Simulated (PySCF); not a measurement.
# CH4O3Si: the cost of one run

Programs: PySCF 2.14.0, with density-fitted response routines of our own. Each step states its level of theory. These are calculated values for one molecule in the gas phase, unless marked as measured. Atoms count from 0, in the outputs and in this text.

## (1) Starting geometry

9 atoms, charge 0, multiplicity 1; geometry from: GFN2-xTB. The atoms were then displaced at random by about 0.01 Å, so the start is not that level's minimum.

Bonds of the start (Å): O0–C1 1.22, C1–Si2 1.93, Si2–O3 1.58, Si2–O4 1.61, C1–H5 1.10, Si2–H6 1.47, O3–H7 0.97, O4–H8 0.97.

## (2) Geometry optimisation at PBE0-D3(BJ)/def2-SVP

What the job is given:

```
{"job": {"xc": "PBE0", "basis": "def2-SVP", "d3": "d3bj", "grid": 1, "shake": 0.01, "kind": "geom"}, "charge": 0, "multiplicity": 1}
O      2.321710     0.554500    -0.106070
C      1.413650    -0.187480    -0.424440
Si    -0.337430    -0.161260     0.376470
O     -1.197300    -1.000910    -0.647890
O     -0.918570     1.342600     0.459990
H      1.613350    -0.935490    -1.210800
H     -0.261420    -0.762900     1.714150
H     -2.166620    -0.931810    -0.638360
H     -0.409570     2.065600     0.870470
```

Run with:

```bash
$ OMP_NUM_THREADS=1 python probes_run.py task.json out
```

One launch serves the whole session: the jobs run in the order shown.

**Question.** How long does this first job take on 1 thread of Arm Neoverse N1, shared host, and how much memory does it need?

About 1.8 min, with a peak of 0.39 GiB.
